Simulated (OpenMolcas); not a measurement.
# Tc⁴⁺ among point charges: CASSCF and CASPT2 levels and susceptibility

How does a field of 4 point charges split the states of Tc⁴⁺, and what χT follows?

Method: state-averaged CASSCF and CASPT2, spin-orbit coupling by RASSI with atomic mean-field integrals. Code: OpenMolcas 26.06.

## Step 1: The atom as given

| Quantity | Value |
| --- | --- |
| Species | Tc⁴⁺ (technetium, Z = 43, 39 electrons) |
| Basis | ANO-RCC-VTZP [7s6p4d2f1g], 68 functions |
| Scalar Hamiltonian | DKH2, point nucleus |
| Inactive shells | 1s 2s 2p 3s 3p 3d 4s 4p |
| Active space | 3 electrons in 5 orbitals (4d) |
| Some configurations of this space | 4d³ |
| Orbitals | optimised for each spin and parity, averaged over all roots |

The outer shells:

4d3
```
4d [↑ ][↑ ][↑ ][  ][  ]
```

The ion sits among 4 point charges of -1.5 e arranged as a tetrahedron (Td), 2.24 Å from the ion.

The work runs as a chain of OpenMolcas steps in one folder; each step below is one input file. Labels, J, g values, rates, χT and fits are worked out afterwards by a script from the matrices that RASSI stores.

## Step 2: One- and two-electron integrals

Input file a.inp:

```
&GATEWAY
Coord
1

Tc 0.0 0.0 0.0
Basis=ANO-RCC-VTZP
Group=NoSym
NoMove
AngMom=0.0 0.0 0.0
AMFI
XField
4 Angstrom 0
1.293265 1.293265 1.293265 -1.500000
1.293265 -1.293265 -1.293265 -1.500000
-1.293265 1.293265 -1.293265 -1.500000
-1.293265 -1.293265 1.293265 -1.500000
&SEWARD
```

Started as:

```sh
$ OMP_NUM_THREADS=1 MOLCAS_MEM=1689 MOLCAS_PROJECT=a pymolcas a.inp > a.log
```

## Step 3: Reference wave functions, quartets, 10 roots

Input file a.inp:

```
&RASSCF
FileOrb=start.orb
Symmetry=1
Spin=4
nActEl=3 0 0
Inactive=18
Ras2=5
CIRoot=10 10 1
SDav=10
CIMx=300
Iter=120 100
PrWF=0.3
OrbListing=Nothing
MaxOrb=0
>>> COPY $Project.JobIph JOB001
```

start.orb holds the contracted functions of the basis, ordered by shell, or the orbitals of the step before.

## Step 4: Reference wave functions, doublets, 40 roots

Input file a.inp:

```
&RASSCF
FileOrb=start.orb
Symmetry=1
Spin=2
nActEl=3 0 0
Inactive=18
Ras2=5
CIRoot=40 40 1
SDav=40
CIMx=300
Iter=120 100
PrWF=0.3
OrbListing=Nothing
MaxOrb=0
>>> COPY $Project.JobIph JOB002
```

## Step 5: State interaction with spin-orbit coupling

Input file a.inp:

```
&RASSI
NrOfJobIphs=2 10 40
1 2 3 4 5 6 7 8 9 10
1 2 3 4 5 6 7 8 9 10 11 12 13 14 15 16 17 18 19 20 21 22 23 24 25 26 27
28 29 30 31 32 33 34 35 36 37 38 39 40
IphNames
JOB001
JOB002
EJob
SpinOrbit
DIPRint=1.0
SOCoupling=1000.0
Subsets=2
Property=9
'ANGMOM' 1 'ANGMOM' 2 'ANGMOM' 3 'MLTPL  1' 1 'MLTPL  1' 2 'MLTPL  1' 3
'AMFI' 1 'AMFI' 2 'AMFI' 3
SOProperty=3
'ANGMOM' 1 'ANGMOM' 2 'ANGMOM' 3
```

## Step 6: CASPT2: IPEA 0.25, imaginary shift 0.1 (closed shells correlated: 4s 4p)

Input file a.inp:

```
>>> COPY JOB001 $Project.JobIph
&CASPT2
Multistate=10 1 2 3 4 5 6 7 8 9 10
NoMult
Frozen=14
IPEA=0.25
Imaginary=0.1
MaxIter=60
WThr=0.0 0.3 0.05
PrWF=0.5
NoMix
>>> COPY JOB002 $Project.JobIph
&CASPT2
Multistate=40 1 2 3 4 5 6 7 8 9 10 11 12 13 14 15 16 17 18 19 20 21 22
23 24 25 26 27 28 29 30 31 32 33 34 35 36 37 38 39 40
NoMult
Frozen=14
IPEA=0.25
Imaginary=0.1
MaxIter=60
WThr=0.0 0.3 0.05
PrWF=0.5
NoMix
```

(Steps that only read results are left out.)

What does the calculation give? Wanted: spin-free ground state; first state of the same spin within the active space; lowest level; next level.

**Answer**, as computed:

| quantity | value |
| --- | --- |
| method | SS-CASPT2, IPEA 0.25, imaginary shift 0.1 (closed shells correlated: 4s 4p) |
| spin-free ground state | 4T1, 3-fold in its orbital part |
| first state of the same spin within the active space | 4T2 at 1170 cm⁻¹ |
| lowest level | 4-fold Γ8 |
| next level | 753.3 cm⁻¹ |
| χT at 300 K | 0.25 cm³ K/mol |
| effective moment at 300 K | 1.41 μB |

Cost by method:

```csv
method,time of its own steps,time with the reference
A. CASSCF,11 s,11 s
"B. SS-CASPT2, IPEA 0.25, imaginary shift 0.1, +4s 4p",13 s,23 s
```

Times are of one thread on a shared host.

What this shows: The spin-free ground state (4T1) comes to 100 % from free-ion F terms and keeps the highest spin of the shell. χT at 300 K is 0.25, against 1.88 cm³ K/mol for the spin alone, so spin-orbit coupling lowers it. A ligand-field fit to the states below 45000 cm-1 gives 10Dq = -1593 cm-1, B = 738 cm-1 and C = 3202 cm-1 (C/B = 4.34), with a deviation of 294 cm-1. CASPT2 does not keep the components of a term degenerate, and the means are used. The field of point charges can differ much from that of real complexes. Point charges carry no covalency, so the field is a model and not that of real ligands.
